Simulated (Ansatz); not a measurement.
# In3Sb2As: a trial structure relaxed

The task: take a trial cell of In3Sb2As to zero force and stress.

Method: DFT PBE, scalar-relativistic, plane waves, PAW, in Ansatz 0.2.0.

### Step 1. Starting point

It takes space group P6_3mc (No. 186, hexagonal). Conventional cell: a = 4.221 Å, b = 4.221 Å, c = 20.819 Å, α = 90.00°, β = 90.00°, γ = 120.00°. In (site symmetry 3m) is surrounded by 3 Sb at 2.59 Å and 1 As at 2.60 Å. In (site symmetry 3m) is surrounded by 4 Sb at 2.59 to 2.60 Å. In (site symmetry 3m) has 3 As at 2.59 Å and 1 Sb at 2.60 Å as nearest neighbours. Around Sb (site symmetry 3m) lie 4 In at 2.59 to 2.60 Å. Around As (site symmetry 3m) lie 4 In at 2.59 to 2.60 Å.

Structure file:

```xyz
12
Lattice="4.2206 0.0000 0.0000 -2.1103 3.6552 0.0000 0.0000 0.0000 20.8186" Properties=species:S:1:pos:R:3 pbc="T T T"
In    2.1103    1.2184    3.4738
In    2.1103    1.2184   10.4134
In    2.1103    1.2184   17.3529
In    0.0000    2.4368    0.0041
In    0.0000    2.4368    6.9436
In    0.0000    2.4368   13.8831
Sb    2.1103    1.2184   13.0110
Sb    2.1103    1.2184   19.9505
Sb    0.0000    2.4368    2.6017
Sb    0.0000    2.4368    9.5412
As    2.1103    1.2184    6.0715
As    0.0000    2.4368   16.4808
```

The start is an ordering of an alloy on its end members' structure types: elements ordered on the sites of the InAs type, As/Sb on As (P6_3mc, No. 186).

### Step 2. A first look at the guess

The input, input.yaml:

```yaml
crystal:
  lattice:
    - [4.22061701, 0.0, 0.0]
    - [-2.1103085, 3.65516155, 0.0]
    - [0.0, 0.0, 20.81856283]
  atoms:
    - { symbol: In, position: [0.66666667, 0.33333333, 0.16686271] }
    - { symbol: In, position: [0.66666667, 0.33333333, 0.50019604] }
    - { symbol: In, position: [0.66666667, 0.33333333, 0.83352937] }
    - { symbol: In, position: [0.33333333, 0.66666667, 0.00019604] }
    - { symbol: In, position: [0.33333333, 0.66666667, 0.33352937] }
    - { symbol: In, position: [0.33333333, 0.66666667, 0.66686271] }
    - { symbol: Sb, position: [0.66666667, 0.33333333, 0.62497061] }
    - { symbol: Sb, position: [0.66666667, 0.33333333, 0.95830395] }
    - { symbol: Sb, position: [0.33333333, 0.66666667, 0.12497061] }
    - { symbol: Sb, position: [0.33333333, 0.66666667, 0.45830395] }
    - { symbol: As, position: [0.66666667, 0.33333333, 0.29163728] }
    - { symbol: As, position: [0.33333333, 0.66666667, 0.79163728] }
basis:
  ecutwfc: 420
kpoints:
  mp_grid: { grid: [6, 6, 1] }
hamiltonian:
  xc: pbe
scf:
  occupations: { method: gaussian, width: 0.1 }
  lower_state_search: "off"
output:
  forces: true
  stress: true
  eigenvalues: true
```

The run is started by

```bash
$ ansatz run input.yaml --threads 1 --pin off --max-ram 2560MiB --backend cpu --events-out ev --progress --plain --runs-dir out
```

The session goes on with these runs: rough relaxation on the coarse mesh; full relaxation; relaxation repeated from the relaxed cell.

**Question.** What will these runs give? Wanted: conventional cell; volume; energy over the elements; gap on the mesh.

As calculated:

| quantity | value |
| --- | --- |
| symmetry at the end (tolerance 0.05 Å) | space group P6_3mc (No. 186) |
| conventional cell | a = 4.578 Å, b = 4.578 Å, c = 22.590 Å, α = 90.00°, β = 90.00°, γ = 120.00° |
| volume | 34.17 Å³/atom |
| energy over the elements | -0.14 eV/atom |
| gap on the mesh | none (metal) |

In words: The space group P6_3mc (No. 186) is kept, and the volume per atom grows by 27.7 % from the first guess. A negative formation energy is needed for stability but isn't enough; other structures and compounds were not set against it here. No finished test with a distortion of lower symmetry is shown, so the end may be a saddle point. These runs have no spin-orbit coupling; with Sb it would split and shift bands.
